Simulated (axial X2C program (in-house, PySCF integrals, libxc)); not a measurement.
# FBe: bond curves with and without spin–orbit coupling

What are the state, bond length, wavenumber and bond energy of FBe, and what does spin–orbit coupling change?

Program: an in-house X2C program for linear molecules on PySCF integrals. Level of theory: all-electron X2C, F dyall-av3z, Be dyall-cv3z. These are calculated values, not measurements.

## Step 1: The job

task.json reads:

```json
{
 "zs": [
  9,
  4
 ],
 "q": 0,
 "bas": [
  "dyall-av3z",
  "dyall-cv3z"
 ],
 "levels": [
  "PBE0",
  "HF",
  "TPSS"
 ],
 "cc": true,
 "r0": 1.66,
 "thr": -2.0,
 "nmax": 90,
 "npts": 10,
 "nst": 2,
 "ntry": 6
}
```

Keys: zs atomic numbers; q charge; bas basis sets; levels methods (HF also brings MP2); cc coupled cluster on or off; r0 starting distance in Å; thr threshold in hartree for freezing inner shells (an s shell follows its p shell); nmax most natural virtual spinors; npts points asked for on the curve; nst determinants followed; ntry starts of the search.

Command:

```sh
$ python so2c.py task.json out
```

Spin-free means the one-electron spin-free X2C Hamiltonian; two-component (2c) means X2C with spin–orbit coupling and atomic mean-field two-electron Coulomb and Gaunt terms. Basis: F dyall-av3z contracted to [7s6p3d2f], Be dyall-cv3z contracted to [8s8p3d1f]; Gaussian nuclei, density fitting. Masses: F 18.998 u, Be 9.012 u.

Notation: σ, π±, δ± give the projection m of an orbital's angular momentum (0, ±1, ±2), α and β its spin, Λ and M_S the sums; ω is the projection of a spinor's total angular momentum and Ω the sum. Logs are in hartree.

The runs that follow: PBE0, spin-free; HF, spin-free; TPSS, spin-free; MP2 and beyond, spin-free; PBE0, 2c; HF, 2c; TPSS, 2c; MP2 and beyond, 2c.

Before running it: what results should come out? Wanted: for each run, Hamiltonian; Re; ωe; De; μ.

As calculated:

Lowest determinant that the search found at its distance (another Ω component may lie lower), spin-free: M_S = 1/2, Λ = 0 (beyond closed shells: σα).

Lowest determinant that the search found at its distance (another Ω component may lie lower), 2c: Ω = 1/2 (excess of +ω over −ω: ω = 1/2).

| Hamiltonian | level | Re (Å) | ωe (cm⁻¹) | De (eV) | μ (D) |
| --- | --- | --- | --- | --- | --- |
| spin-free | PBE0 | 1.363 | 1258 | 6.11 | 1.18 |
| spin-free | HF | 1.353 | 1306 | 4.96 | 1.24 |
| spin-free | MP2 | 1.375 | 1232 | 6.40 | n/a |
| spin-free | CCSD | 1.368 | 1255 | 5.62 | n/a |
| spin-free | CCSD(T) | 1.372 | 1243 | 5.75 | n/a |
| spin-free | TPSS | 1.374 | 1218 | 6.11 | 1.14 |
| 2c | PBE0 | 1.363 | 1258 | 6.11 | 1.18 |
| 2c | HF | 1.353 | 1306 | 4.95 | 1.24 |
| 2c | MP2 | 1.376 | 1232 | 6.39 | n/a |
| 2c | CCSD | 1.368 | 1255 | 5.61 | n/a |
| 2c | CCSD(T) | 1.372 | 1242 | 5.74 | n/a |
| 2c | TPSS | 1.375 | 1218 | 6.11 | 1.14 |

Dipoles are positive if Be is the positive end.

In words: At CCSD(T), going from spin-free to two-component changes Re by 0 mÅ, ωe by 0.0 %; the spin-free picture holds up (part of it comes from the scalar share of the two-electron terms). De moves by -0.02 eV; both De rest on single-determinant atoms, which can miss part of an open shell's spin–orbit lowering.

De refers to F + Be, the ground-state fragments, which need not be this curve's own limit. The state is a single determinant with fixed occupations, the lowest that a limited PBE0 search found. De is counted from the lowest determinant-based energies of the atoms at the same level, without counterpoise correction. Density functionals use the spin component along the axis (collinear). CCSD and (T) use frozen natural virtuals with an MP2 correction for the truncation. The meta-GGAs lack a current-density term, which matters for open shells with orbital currents, atoms included.
